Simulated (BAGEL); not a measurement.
**A workflow on InHF2 (SMILES [F][InH][F])**

Wanted: the energy (HF/ANO-RCC-VDZP), then the energy (NEVPT2(2,2)/ANO-RCC-VDZP), then a single-point energy (CASPT2(2,2)/ANO-RCC-VDZP) of InHF2. 

Program for the calculation: BAGEL 1.2.2.

1 further run of the same task is left out (set aside as unsound or not needed).

### Step 1. The structure to begin with

The species is InHF2 (4 atoms), meant as a singlet with charge 0. SMILES: `[F][InH][F]`. The In2–H4 distance was set to 3.195 Å, away from the relaxed value. At this shape a bond of the SMILES string is far longer than usual.

Bond lengths: F1–In2 1.935 Å, In2–F3 1.935 Å. Angles: F1–In2–F3 106.8°.

### Step 2. A single-point energy at HF/ANO-RCC-VDZP (DKH2, density fitting with AutoAux) (run 1)

calc.json

```json
{ "bagel" : [

{
  "title" : "molecule",
  "basis" : "ano-rcc-vdzp.json",
  "df_basis" : "ano-rcc-vdzp-autoaux.json",
  "angstrom" : true,
  "dkh" : true,
  "geometry" : [
    { "atom" : "F", "xyz" : [   -1.983737,   -1.915829,    1.048453 ] },
    { "atom" : "In", "xyz" : [   -0.245637,   -1.133229,    0.718353 ] },
    { "atom" : "F", "xyz" : [    1.051363,   -2.251729,    1.617953 ] },
    { "atom" : "H", "xyz" : [    0.365400,    1.499400,   -0.984800 ] }
  ]
},
{
  "title" : "hf"
},
{
  "title" : "print",
  "file" : "orbitals.molden",
  "orbitals" : true
}

]}
```

The basis set ANO-RCC-VDZP is read from a file made from the Basis Set Exchange's data (not shown).

The run is started by

```sh
$ BAGEL_NUM_THREADS=1 BAGEL calc.json > calc.out
```

The log of the run:

```text
* using 1 threads per process

  ===============================================================
  ===============================================================

  *** Geometry ***

  { "atom" : "F", "xyz" : [     -3.748720,     -3.620392,      1.981289 ] },
  { "atom" : "In", "xyz" : [     -0.464187,     -2.141492,      1.357490 ] },
  { "atom" : "F", "xyz" : [      1.986788,     -4.255151,      3.057488 ] },
  { "atom" : "H", "xyz" : [      0.690506,      2.833455,     -1.861002 ] },

  Number of auxiliary basis functions:      910

  Since a DF basis is specified, we compute 2- and 3-index integrals:
    o Being stored without compression. Storage requirement is 0.042 GB

  Number of basis functions:       76
  Number of electrons      :       68

    * METHOD: MOLECULE                             1.10

  *** RHF ***

  === Nuclear Repulsion ===
   265.2417132766

      * DIIS with orbital gradients will be used.

  === RHF iteration (ano-rcc-vdzp.json) ===
      0      -6076.19250354          0.02941121           0.19
      1      -6076.16033230          0.03313940           0.17
      2      -6076.67232130          0.00238615           0.17
      3      -6076.67767154          0.00117645           0.17
      4      -6076.67860719          0.00026288           0.17
      5      -6076.67870125          0.00005296           0.17
      6      -6076.67870614          0.00001868           0.17
      7      -6076.67870677          0.00000643           0.18
      8      -6076.67870682          0.00000205           0.17
      9      -6076.67870683          0.00000056           0.17
     10      -6076.67870682          0.00000014           0.17
     11      -6076.67870683          0.00000006           0.18
     12      -6076.67870683          0.00000002           0.17
     13      -6076.67870683          0.00000001           0.17
     14      -6076.67870682          0.00000000           0.17
    * SCF iteration converged.

    * Permanent dipole moment:
           (   -0.208611,    -0.899537,     0.581748) a.u.

    * METHOD: HF                                   3.62

    * METHOD: PRINT                                0.02

  ===============================================================
```

Wall time 5.1 s (1 thread of AMD EPYC 9B14 (Zen 4), shared host); peak memory 0.2 GiB.

### Step 3. The energy at NEVPT2(2,2)/ANO-RCC-VDZP (DKH2, density fitting with AutoAux) (run 2)

input.json

```json
{ "bagel" : [

{
  "title" : "molecule",
  "basis" : "ano-rcc-vdzp.json",
  "df_basis" : "ano-rcc-vdzp-autoaux.json",
  "angstrom" : true,
  "dkh" : true,
  "geometry" : [
    { "atom" : "F", "xyz" : [      -1.983737,      -1.915829,       1.048453 ] },
    { "atom" : "In", "xyz" : [      -0.245637,      -1.133229,       0.718353 ] },
    { "atom" : "F", "xyz" : [       1.051363,      -2.251729,       1.617953 ] },
    { "atom" : "H", "xyz" : [       0.365400,       1.499400,      -0.984800 ] }
  ]
},

{ "title" : "hf" },

{ "title" : "nevpt2", "nstate" : 1, "nact" : 2, "nclosed" : 33, "active" : [34, 38], "maxiter" : 200, "natocc" : true, "ncore" : 20 },

{ "title" : "print", "file" : "orbitals.molden", "orbitals" : true }

]}
```

The basis set ANO-RCC-VDZP is read from a file made from the Basis Set Exchange's data (not shown).

The run is started by

```sh
$ BAGEL_NUM_THREADS=1 BAGEL input.json > input.out
```

The log of the run:

```text
* using 1 threads per process

  ===============================================================
  ===============================================================

  *** Geometry ***

  { "atom" : "F", "xyz" : [     -3.748720,     -3.620392,      1.981289 ] },
  { "atom" : "In", "xyz" : [     -0.464187,     -2.141492,      1.357490 ] },
  { "atom" : "F", "xyz" : [      1.986788,     -4.255151,      3.057488 ] },
  { "atom" : "H", "xyz" : [      0.690506,      2.833455,     -1.861002 ] },

  Number of auxiliary basis functions:      910

  Since a DF basis is specified, we compute 2- and 3-index integrals:
    o Being stored without compression. Storage requirement is 0.042 GB

  Number of basis functions:       76
  Number of electrons      :       68

    * METHOD: MOLECULE                             1.03

  *** RHF ***

  === Nuclear Repulsion ===
   265.2417132766

      * DIIS with orbital gradients will be used.

  === RHF iteration (ano-rcc-vdzp.json) ===
      0      -6076.19250354          0.02941121           0.19
      1      -6076.16033230          0.03313940           0.17
      2      -6076.67232130          0.00238615           0.17
      3      -6076.67767154          0.00117645           0.17
      4      -6076.67860719          0.00026288           0.17
      5      -6076.67870125          0.00005296           0.17
      6      -6076.67870614          0.00001868           0.17
      7      -6076.67870677          0.00000643           0.19
      8      -6076.67870682          0.00000205           0.18
      9      -6076.67870683          0.00000056           0.18
     10      -6076.67870682          0.00000014           0.17
     11      -6076.67870683          0.00000006           0.17
     12      -6076.67870683          0.00000002           0.18
     13      -6076.67870683          0.00000001           0.17
     14      -6076.67870682          0.00000000           0.17
    * SCF iteration converged.

    * Permanent dipole moment:
           (   -0.208611,    -0.899537,     0.581748) a.u.

    * METHOD: HF                                   3.61

    * freezing 20 orbitals
  ---------------------------
      CASSCF calculation
  ---------------------------

    ==== Active orbitals : =====
         Orbital 34
         Orbital 38
    ============================

    * nstate   :      1
    * nclosed  :     33
    * nact     :      2
    * nvirt    :     41
  === CASSCF iteration (ano-rcc-vdzp.json) ===

    * Using the second-order algorithm

      0  0     -6076.67892688     5.68e-05      0.05

      1  0     -6076.68203039     6.00e-04      0.76

      2  0     -6076.73346704     3.28e-03      0.69

      3  0     -6076.75201274     1.52e-03      0.75

      4  0     -6076.75369366     4.49e-04      0.77

      5  0     -6076.75382117     1.24e-04      0.71

      6  0     -6076.75383042     3.33e-05      0.77

      7  0     -6076.75383108     8.90e-06      0.73

      8  0     -6076.75383113     2.38e-06      0.73

      9  0     -6076.75383113     6.34e-07      0.76

     10  0     -6076.75383113     1.69e-07      0.67

     11  0     -6076.75383113     4.51e-08      0.68

     12  0     -6076.75383113     1.20e-08      0.69

     13  0     -6076.75383113     3.22e-09      0.61

    * Second-order optimization converged. *

     guess   0:   closed 1.                   open ..

  === FCI iteration ===

      0  0     -6076.67025352     7.47e-02      0.00
      1  0     -6076.75378700     1.88e-03      0.00
      2  0 *   -6076.75383113     4.98e-16      0.00

     * ci vector, state   0, <S^2> = 0.0000
       2.     0.8726614109
       .2    -0.4883257744

  === DF-NEVPT2 calculation ===

    * 3-index integral transformation done
    * assembly done

      NEVPT2 correlation energy:   -0.8112993282      0.09

          (+0)     -0.7227326095
          (+0)'    -0.0302600897
          (+1)     -0.0169532124
          (+1)'    -0.0037749387
          (+2)     -0.0001160082
          (-1)     -0.0303779808
          (-1)'    -0.0061425447
          (-2)     -0.0009419441

      NEVPT2 total energy:       -6077.5651304625

    * METHOD: NEVPT2                              10.49

    * METHOD: PRINT                                0.02

  ===============================================================
```

Run time: 16 s. Hardware: 1 thread of AMD EPYC 9B14 (Zen 4), shared host; peak memory 0.22 GiB.

### Step 4. The energy at CASPT2(2,2)/ANO-RCC-VDZP (DKH2, density fitting with AutoAux) (run 3)

job.json

```json
{ "bagel": [

{
  "title": "molecule",
  "basis": "ano-rcc-vdzp.json",
  "df_basis": "ano-rcc-vdzp-autoaux.json",
  "angstrom": "true",
  "dkh": "true",
  "geometry": [
    { "atom": "F", "xyz": [   -1.983737,   -1.915829,    1.048453 ] },
    { "atom": "In", "xyz": [   -0.245637,   -1.133229,    0.718353 ] },
    { "atom": "F", "xyz": [    1.051363,   -2.251729,    1.617953 ] },
    { "atom": "H", "xyz": [    0.365400,    1.499400,   -0.984800 ] }
  ]
},
{ "title": "hf" },
{ "title": "casscf", "nstate": 1, "nact": 2, "nclosed": 33, "active": [34, 38], "maxiter": 200, "natocc": "true" },
{ "title": "print", "file": "orbitals.molden", "orbitals": "true" },
{ "title": "smith", "method": "caspt2", "ms": "true", "xms": "true", "sssr": "true", "shift": 0.2, "shift_imag": "true", "ncore": 20 }

]}
```

The basis set ANO-RCC-VDZP is read from a file made from the Basis Set Exchange's data (not shown).

The run is started by

```sh
$ BAGEL_NUM_THREADS=1 BAGEL job.json > job.out
```

The log of the run:

```text
* using 1 threads per process

  ===============================================================
  ===============================================================

  *** Geometry ***

  { "atom" : "F", "xyz" : [     -3.748720,     -3.620392,      1.981289 ] },
  { "atom" : "In", "xyz" : [     -0.464187,     -2.141492,      1.357490 ] },
  { "atom" : "F", "xyz" : [      1.986788,     -4.255151,      3.057488 ] },
  { "atom" : "H", "xyz" : [      0.690506,      2.833455,     -1.861002 ] },

  Number of auxiliary basis functions:      910

  Since a DF basis is specified, we compute 2- and 3-index integrals:
    o Being stored without compression. Storage requirement is 0.042 GB

  Number of basis functions:       76
  Number of electrons      :       68

    * METHOD: MOLECULE                             1.03

  *** RHF ***

  === Nuclear Repulsion ===
   265.2417132766

      * DIIS with orbital gradients will be used.

[... 6 lines left out ...]
    * SCF iteration converged.
[... 1 line left out ...]
    * Permanent dipole moment:
[... 27 lines left out ...]
    * Second-order optimization converged. *
[... 9 lines left out ...]
     * ci vector, state   0, <S^2> = 0.0000
[... 16 lines left out ...]
    * Zeroth order energy : state  0       -0.5319612868

    * CASPT2 iteration is performed using orthogonal basis

      -------------------------------------------  CASPT2 iteration  ---------------------------------------------------
       #      aibj      arbs      arbi      airj      risj      airs      arst      rist         Etot      error   time
      ------------------------------------------------------------------------------------------------------------------

       0  -0.71945  -0.00126  -0.03154  -0.01857  -0.00021  -0.00265  -0.00000  -0.00000   -0.7736716  0.0003379   0.04
       1  -0.71946  -0.00126  -0.03155  -0.01859  -0.00021  -0.00267   0.00000   0.00000   -0.7737378  0.0000291   0.04
       2  -0.71946  -0.00126  -0.03155  -0.01859  -0.00021  -0.00267  -0.00000  -0.00000   -0.7737382  0.0000036   0.04
       3  -0.71946  -0.00126  -0.03155  -0.01859  -0.00021  -0.00267  -0.00000  -0.00000   -0.7737382  0.0000005   0.04

      ------------------------------------------------------------------------------------------------------------------

    * CASPT2 energy : state  0    -6077.5297627986
        w/o shift correction      -6077.5275693509
        reference weight              0.8460561699

    * METHOD: SMITH                                0.49

  ===============================================================
```

Run time: 16 s. Hardware: 1 thread of AMD EPYC 9B14 (Zen 4), shared host; peak memory 0.22 GiB.

### Step 5. What came out

```
                                     quantity           value
         run 1, HF/ANO-RCC-VDZP: total energy  -6076.67871 Eh
        run 1, HF/ANO-RCC-VDZP: dipole moment          2.77 D
          run 1, HF/ANO-RCC-VDZP: HOMO energy        -9.97 eV
          run 1, HF/ANO-RCC-VDZP: LUMO energy        -2.68 eV
        run 1, HF/ANO-RCC-VDZP: HOMO–LUMO gap         7.29 eV
run 2, NEVPT2(2,2)/ANO-RCC-VDZP: total energy  -6077.56513 Eh
run 3, CASPT2(2,2)/ANO-RCC-VDZP: total energy  -6077.52976 Eh
```
